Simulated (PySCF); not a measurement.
# GeH2O2 under other conditions

Aim: change spin, charge, geometry, field or solvent of GeH2O2, one at a time, and compare with the base run.

Program: PySCF 2.14.0. Level of theory: method and basis as typed in the scripts. These are calculated values, not measurements.

4 further runs of the same task are left out: 4 that didn't finish. Runs told in other sessions of the task aren't counted.

## Step 1: The system as given

GeH2O2: 5 atoms, charge 0, spin multiplicity 1.

Bond lengths: Ge1–O2 1.790 Å, Ge1–O3 1.790 Å, O2–H4 0.961 Å, O3–H5 0.961 Å. Angles: O2–Ge1–O3 102.4°, Ge1–O2–H4 118.8°, Ge1–O3–H5 118.8°.

As a file:

```tsv
atom	x (Å)	y (Å)	z (Å)
Ge1	0.28460	0.23160	0.05750
O2	-0.85090	-0.46770	1.25150
O3	-0.29840	-0.46770	-1.48360
H4	-1.54320	-1.05810	0.94090
H5	-1.05700	-1.05810	-1.46620
```

## Step 2: The run that the others are compared with

Input file input.py:

```python
from pyscf import gto, dft, tdscf

mol = gto.M(
    atom='Ge 0.2846 0.2316 0.0575; O -0.8509 -0.4677 1.2515; O -0.2984 -0.4677 -1.4836; H -1.5432 -1.0581 0.9409; H -1.057 -1.0581 -1.4662',
    basis='sbkjc',
    ecp={'Ge': 'sbkjc', 'O': 'sbkjc'},
    charge=0,
    spin=0,
    verbose=4,
)
mf = dft.RKS(mol, xc='revtpss')
mf = mf.density_fit(auxbasis='def2-universal-jkfit')
mf.kernel()
td = tdscf.TDA(mf)
td.nstates = 6
td.kernel()
td.analyze(verbose=3)
mf.dip_moment()
print('orbital energies (hartree):', mf.mo_energy[..., max(0, mol.nelec[1]-3):mol.nelec[0]+3].round(4))
```

The run is started by

```
$ OMP_NUM_THREADS=1 python input.py
```

The log of this run is left out.

## Step 3: Coordinates × 1.03

Edit 1 changes geometry: coordinates × 1 → coordinates × 1.03.

input.py, as its differences from that of step 2:

```diff
@@ -3,3 +3,3 @@
 mol = gto.M(
-    atom='Ge 0.2846 0.2316 0.0575; O -0.8509 -0.4677 1.2515; O -0.2984 -0.4677 -1.4836; H -1.5432 -1.0581 0.9409; H -1.057 -1.0581 -1.4662',
+    atom='Ge 0.2931 0.2385 0.0592; O -0.8764 -0.4817 1.289; O -0.3074 -0.4817 -1.5281; H -1.5895 -1.0898 0.9691; H -1.0887 -1.0898 -1.5102',
     basis='sbkjc',
```

## Step 4: Coordinates × 1.12

Edit 2 changes geometry: coordinates × 1 → coordinates × 1.12.

input.py, as its differences from that of step 2:

```diff
@@ -3,3 +3,3 @@
 mol = gto.M(
-    atom='Ge 0.2846 0.2316 0.0575; O -0.8509 -0.4677 1.2515; O -0.2984 -0.4677 -1.4836; H -1.5432 -1.0581 0.9409; H -1.057 -1.0581 -1.4662',
+    atom='Ge 0.3188 0.2594 0.0644; O -0.953 -0.5238 1.4017; O -0.3342 -0.5238 -1.6616; H -1.7284 -1.1851 1.0538; H -1.1838 -1.1851 -1.6421',
     basis='sbkjc',
```

## Step 5: Coordinates × 0.8

Edit 3 changes geometry: coordinates × 1 → coordinates × 0.8.

input.py, as its differences from that of step 2:

```diff
@@ -3,3 +3,3 @@
 mol = gto.M(
-    atom='Ge 0.2846 0.2316 0.0575; O -0.8509 -0.4677 1.2515; O -0.2984 -0.4677 -1.4836; H -1.5432 -1.0581 0.9409; H -1.057 -1.0581 -1.4662',
+    atom='Ge 0.2277 0.1853 0.046; O -0.6807 -0.3742 1.0012; O -0.2387 -0.3742 -1.1869; H -1.2346 -0.8465 0.7527; H -0.8456 -0.8465 -1.173',
     basis='sbkjc',
```

What does the calculation give? Wanted: for each run, E(SCF); from base; gap; SCF dipole; after the SCF.

**Answer**, as computed:

```tsv
run	E(SCF) (hartree)	from base (eV)	cycles	gap (eV)	SCF dipole (D)	after the SCF
base	-36.917586	0	10	4.87	2.26	lowest root found 5.30 eV
coordinates × 1.03	-36.922209	-0.1258	10	4.80	1.98	lowest root found 4.98 eV
coordinates × 1.12	-36.900558	+0.4634	11	3.76	1.12	lowest root found 4.11 eV
coordinates × 0.8	-36.519387	+10.8355	8	4.77	3.87	lowest root found 6.00 eV
```

What this shows: Of the runs whose energies can be compared, “coordinates × 0.8” moves the SCF energy most (+10.836 eV).
